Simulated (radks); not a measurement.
# Sc²⁺ in [Ar] 3d1: an all-electron calculation

The task here is to estimate one member of a computed series from the others.

The numbers are computed with radks (a radial shooting solver on a logarithmic mesh, Libxc functionals) version 1 (scalar-relativistic Kohn-Sham, BLYP, spin-unpolarised, spherical densities, finite nucleus), except any that are marked as measured or tabulated.

## The system

| Quantity | Value |
| --- | --- |
| element | scandium (Z = 21) |
| charge | +2 |
| electrons | 19 |
| configuration | [Ar] 3d1 |
| nuclear rms radius | 3.5459 fm |

The outer shells:

Sc²⁺
```
[Ar] core
3d [↑ ][  ][  ][  ][  ]
```

Set-up of the first run:

The run's settings:

```text
Z 21
configuration [Ar] 3d1
relativity scalar-relativistic
functional b88,lyp
spin unpolarised
nucleus finite rms 3.5459 fm
c 137.035999084
```

Launch:

```sh
python run_ks.py task.json out
```

The same process makes all the runs of this session.

Steps of the session up to this table: Self-consistent calculation.

One table of the session follows, with a row left open; its other results are not shown here.

It belongs to the step «Orbitals and density». Sizes of the orbitals, from the radial functions (bohr):

| level | <r> | outermost maximum (interpolated) | 90 % within | nodes |
| --- | --- | --- | --- | --- |
| 1s | 0.07304 | 0.0478 | 0.130 | 0 |
| 2s | 0.3436 | 0.284 | 0.535 | 1 |
| 2p | 0.3077 | 0.232 | 0.507 | 0 |
| 3s | ? | ? | ? | ? |
| 3p | 1.163 | 0.966 | 1.79 | 1 |
| 3d | 1.586 | 1.07 | 2.71 | 0 |

Q: Estimate the row for 3s from the others.

As computed: <r>: 1.073; outermost maximum (interpolated): 0.925; 90 % within: 1.61; nodes: 2. In the column «<r>» it lies between 2s (0.3436) and 3p (1.163).

Limits of these values: Spin polarisation and multiplet splitting are left out.
